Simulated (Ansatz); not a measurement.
# CH₆F₂SiSn: a ladder of functionals and wavefunction methods

The task here is to estimate one member of a computed series from the others.

Computed with Ansatz 0.2.0, Gaussian basis. Level: functionals in def2-TZVPP, the program's frozen cores in correlated methods.

The runs, in order: PBE-D4, r2SCAN-D4, PBE0-D4, B3LYP-D4, ωB97X-V, ωB97M-V, B2PLYP; CCSD(T)/def2-TZVPP; MP2/def2-QZVPP; extrapolation to the limit.

### The geometry

An earlier PBE0-D4 in a triple-zeta def2 set relaxation fixed the geometry. Sn takes the def2 core potential; no spin-orbit term is included.

SMILES `F[SiH2][CH](F)[SnH3]`, 11 atoms, charge 0, spin multiplicity 1.

Atoms are counted from 1 here; the program's logs count them from 0.

Bond lengths: F1–Si2 1.604 Å, Si2–C3 1.876 Å, Si2–H6 1.483 Å, Si2–H7 1.481 Å, C3–F4 1.404 Å, C3–Sn5 2.183 Å, C3–H8 1.096 Å, Sn5–H9 1.705 Å, Sn5–H10 1.704 Å, Sn5–H11 1.704 Å. Angles: F1–Si2–C3 106.3°, F1–Si2–H6 107.8°, F1–Si2–H7 108.8°, C3–Si2–H6 113.2°, C3–Si2–H7 109.8°, H6–Si2–H7 110.8°, Si2–C3–F4 108.2°, Si2–C3–Sn5 113.6°, Si2–C3–H8 111.5°, F4–C3–Sn5 108.8°, F4–C3–H8 107.6°, Sn5–C3–H8 107.0°, C3–Sn5–H9 109.1°, C3–Sn5–H10 107.0°, C3–Sn5–H11 109.0°, H9–Sn5–H10 110.5°, H9–Sn5–H11 110.4°, H10–Sn5–H11 110.7°.

Set-up of the first run:

File in.yaml:

```yaml
crystal:
  periodic: [false, false, false]
  atoms:
    - {symbol: F, position_ang: [-2.284704, 0.064015, 0.198551]}
    - {symbol: Si, position_ang: [-1.103395, -0.003119, 1.282199]}
    - {symbol: C, position_ang: [0.403535, -0.657465, 0.376305]}
    - {symbol: F, position_ang: [1.515123, -0.527470, 1.224418]}
    - {symbol: Sn, position_ang: [0.820339, 0.386446, -1.495248]}
    - {symbol: H, position_ang: [-1.550302, -0.886652, 2.386270]}
    - {symbol: H, position_ang: [-0.833503, 1.365899, 1.779702]}
    - {symbol: H, position_ang: [0.295229, -1.720108, 0.132693]}
    - {symbol: H, position_ang: [0.564582, 2.057175, -1.271239]}
    - {symbol: H, position_ang: [2.450959, 0.080077, -1.882948]}
    - {symbol: H, position_ang: [-0.212461, -0.215797, -2.710102]}
basis:
  gaussian: {orbitals: def2-TZVPP}
hamiltonian: {xc: pbe, dispersion: d4}
output: {forces: true, orbitals: {seedname: orbitals}}
```

Launch:

```
$ ansatz run in.yaml --threads 2 --pin off --events-out ev --progress --plain --max-ram 22528MiB --backend cpu
```

Among the steps run: PBE-D4 (GGA); r2SCAN-D4 (meta-GGA); PBE0-D4 (hybrid); B3LYP-D4 (hybrid); ωB97X-V (range-separated); ωB97M-V (range-separated); B2PLYP (double hybrid); CCSD(T) in def2-TZVPP; MP2 in def2-QZVPP.

One of the session's tables, all rows but one given; the rest of the session is left out.

| method | atomisation energy (kJ/mol) |
| --- | --- |
| PBE-D4 | 3472.7 |
| r2SCAN-D4 | 3452.9 |
| PBE0-D4 | 3415.7 |
| B3LYP-D4 | 3438.8 |
| ωB97X-V | 3484.9 |
| ωB97M-V | 3460.0 |
| B2PLYP | 3401.3 |
| HF/def2-TZVPP | 2499.9 |
| MP2/def2-TZVPP | 3404.5 |
| CCSD/def2-TZVPP | 3334.7 |
| CCSD(T)/def2-TZVPP | 3383.2 |
| MP2/CBS | ? |
| CCSD(T)/CBS | 3478.6 |

Q: Estimate the row for MP2/CBS from the others.

As computed: atomisation energy (kJ/mol): 3499.9. In the column «atomisation energy (kJ/mol)» it is the highest.
